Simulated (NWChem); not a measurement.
**A workflow on the pair MgHF···BH2F**

We compute the energy (singlet MgBH3F2, HF/STO-3G), then a single-point energy (singlet MgHF, HF/STO-3G), then a single-point energy (singlet BH2F, HF/STO-3G), then the energy (singlet MgHF, HF/STO-3G), then a single-point energy (singlet BH2F, HF/STO-3G) of BF2H3Mg and its partners. 

Program for the calculation: NWChem 7.3.0.

## 1. The structure to begin with

The species is MgBH3F2 (7 atoms), meant as a singlet with charge 0. The two molecules were placed rigidly side by side, at 0.8 times their contact distance; the pair isn't optimised.

Bond lengths: F1–Mg2 1.756 Å, B4–F5 1.317 Å, Mg2–H3 1.687 Å, B4–H6 1.197 Å, B4–H7 1.197 Å. Angles: F1–Mg2–H3 180.0°, F5–B4–H6 117.8°, F5–B4–H7 117.8°, H6–B4–H7 124.4°.

## 2. A single-point energy at HF/STO-3G (run 1)

bf2h3mg.nw

```
start bf2h3mg
memory stack 880 mb heap 220 mb global 1100 mb
charge 0

geometry units angstroms noautosym nocenter noautoz
F       -1.374970       0.813870      -0.670670
Mg       0.018130      -0.010730       0.008830
H        1.356830      -0.803130       0.661830
B        1.933470       0.025940      -2.242160
F        1.862500      -1.251100      -1.929120
H        2.943890       0.421970      -2.748190
H        0.983140       0.713730      -2.001700
end

basis spherical bse
* library STO-3G
end

scf
thresh 1e-08
maxiter 80
print low
end

task scf energy
```

Run with:

```sh
$ nwchem bf2h3mg.nw > bf2h3mg.out
```

Output:

```text
[...]
  functions       =    27
[...]
  wavefunction    = RHF
[...]
         Total SCF energy =   -419.319798526013
      One-electron energy =   -833.807628930562
      Two-electron energy =    292.555792751620
 Nuclear repulsion energy =    121.932037652930
        Time for solution =      0.8s
 Task  times  cpu:        0.8s     wall:        0.8s
[...]
```

Wall time 1.4 s (1 thread of Intel Xeon Platinum 8488C (Sapphire Rapids), shared host); peak memory 0.096 GiB.

## 3. MgHF: the energy at HF/STO-3G (run 2)

input.nw

```
start input
title "FHMg hf"
memory total 2200 mb
charge 0

geometry units bohr noautosym nocenter noautoz
  F     -2.59831673     1.53799140    -1.26738262
  Mg     0.03426073    -0.02027676     0.01668628
  H      2.56403710    -1.51769574     1.25067744
end

basis spherical bse
  * library STO-3G
end

scf
  thresh 1e-08
  maxiter 80
  noprint "final vectors analysis"
end

task scf
```

Run with:

```sh
$ nwchem input.nw > input.out
```

Output:

```text
[...]
  functions       =    15
[...]
  wavefunction    = RHF
[...]
         Total SCF energy =   -295.720582759758
      One-electron energy =   -493.815248785990
      Two-electron energy =    160.395336074683
 Nuclear repulsion energy =     37.699329951549
        Time for solution =      0.1s
[...]
```

Wall time 0.76 s (1 thread of Intel Xeon Platinum 8488C (Sapphire Rapids), shared host); peak memory 0.097 GiB.

## 4. BH2F: a single-point energy at HF/STO-3G (run 3)

geom.nw

```
start geom
title "BFH2"
memory stack 880 mb heap 220 mb global 1100 mb
charge 0

geometry units angstroms noautosym nocenter noautoz
  B        1.933470       0.025940      -2.242160
  F        1.862500      -1.251100      -1.929120
  H        2.943890       0.421970      -2.748190
  H        0.983140       0.713730      -2.001700
end

basis spherical bse
  * library STO-3G
end

scf
  thresh 1e-08
  maxiter 80
  print low
end

task scf energy
```

Run with:

```sh
$ nwchem geom.nw > geom.out
```

Output:

```text
[...]
  functions       =    12
[...]
  wavefunction    = RHF
[...]
         Total SCF energy =   -123.601510110734
      One-electron energy =   -226.200017913679
      Two-electron energy =     75.422749353344
 Nuclear repulsion energy =     27.175758449601
        Time for solution =      0.1s
 Task  times  cpu:        0.1s     wall:        0.1s
[...]
```

Wall time 0.72 s (1 thread of Intel Xeon Platinum 8488C (Sapphire Rapids), shared host); peak memory 0.096 GiB.

## 5. MgHF among ghost functions: the energy at HF/STO-3G (with ghost functions) (run 4)

struct.nw

```
START struct
TITLE "FHMg"
memory stack 880 mb heap 220 mb global 1100 mb

GEOMETRY units bohr noautosym nocenter noautoz
F     -2.59831673     1.53799140    -1.26738262
Mg     0.03426073    -0.02027676     0.01668628
H      2.56403710    -1.51769574     1.25067744
bqB      3.653729     0.049019    -4.237068
bqF      3.519615    -2.364236    -3.645508
bqH      5.563146     0.797408    -5.193326
bqH      1.857865     1.348754    -3.782665
END

BASIS spherical bse
F library STO-3G
Mg library STO-3G
H library STO-3G
bqB library B STO-3G
bqF library F STO-3G
bqH library H STO-3G
END

SCF
thresh 1e-08
maxiter 80
noprint "final vectors analysis"
END

TASK scf energy
```

Run with:

```sh
$ nwchem struct.nw > struct.out
```

Output:

```text
[...]
  functions       =    27
[...]
  wavefunction    = RHF
[...]
         Total SCF energy =   -295.723652733240
      One-electron energy =   -493.770681686476
      Two-electron energy =    160.347699001687
 Nuclear repulsion energy =     37.699329951549
        Time for solution =      0.8s
[...]
```

Wall time 1.4 s (1 thread of Intel Xeon Platinum 8488C (Sapphire Rapids), shared host); peak memory 0.096 GiB.

## 6. BH2F among ghost functions: a single-point energy at HF/STO-3G (with ghost functions) (run 5)

bfh2.nw

```
start bfh2
title "BFH2"
memory total 2200 mb

geometry units angstrom noautosym nocenter noautoz
B        1.933470       0.025940      -2.242160
F        1.862500      -1.251100      -1.929120
H        2.943890       0.421970      -2.748190
H        0.983140       0.713730      -2.001700
bqF     -1.374970     0.813870    -0.670670
bqMg     0.018130    -0.010730     0.008830
bqH      1.356830    -0.803130     0.661830
end

basis spherical bse
B library STO-3G
F library STO-3G
H library STO-3G
bqF library F STO-3G
bqMg library Mg STO-3G
bqH library H STO-3G
end

scf
thresh 1e-08
maxiter 80
noprint "final vectors analysis"
end

task scf energy
```

Run with:

```sh
$ nwchem bfh2.nw > bfh2.out
```

Output:

```text
[...]
  functions       =    27
[...]
  wavefunction    = RHF
[...]
         Total SCF energy =   -123.603608558334
      One-electron energy =   -226.159479685936
      Two-electron energy =     75.380112678001
 Nuclear repulsion energy =     27.175758449601
        Time for solution =      0.7s
[...]
```

Wall time 1.3 s (1 thread of Intel Xeon Platinum 8488C (Sapphire Rapids), shared host); peak memory 0.096 GiB.

## 7. Outcome

| quantity | value |
| --- | --- |
| run 1, HF/STO-3G: total energy | -419.31980 Eh |
| MgHF: total energy | -295.72058 Eh |
| MgHF: dipole moment | 0.62 D |
| BH2F: total energy | -123.60151 Eh |
| MgHF among ghost functions: total energy | -295.72365 Eh |
| MgHF among ghost functions: dipole moment | 0.65 D |
| BH2F among ghost functions: total energy | -123.60361 Eh |
| BH2F among ghost functions: dipole moment | 0.26 D |
| interaction energy of the rigid parts MgHF and BH2F (parts in their own basis; closest atoms 2.34 Å apart) | 0.062 eV |
| interaction energy of the rigid parts MgHF and BH2F (parts in the whole basis, counterpoise; closest atoms 2.34 Å apart) | 0.203 eV |

**Reading.** The interaction energy of the rigid parts MgHF and BH2F (parts in their own basis; closest atoms 2.34 Å apart) is 0.06 eV (1.4 kcal/mol): the parts repel at this shape. Without counterpoise this holds the superposition error of the basis. The interaction energy of the rigid parts MgHF and BH2F (parts in the whole basis, counterpoise; closest atoms 2.34 Å apart) is 0.20 eV (4.7 kcal/mol): the parts repel at this shape. The basis-set superposition error is 13.6 kJ/mol. Mulliken charges (MgHF) run from -0.45 on F1 to +0.84 on Mg2.
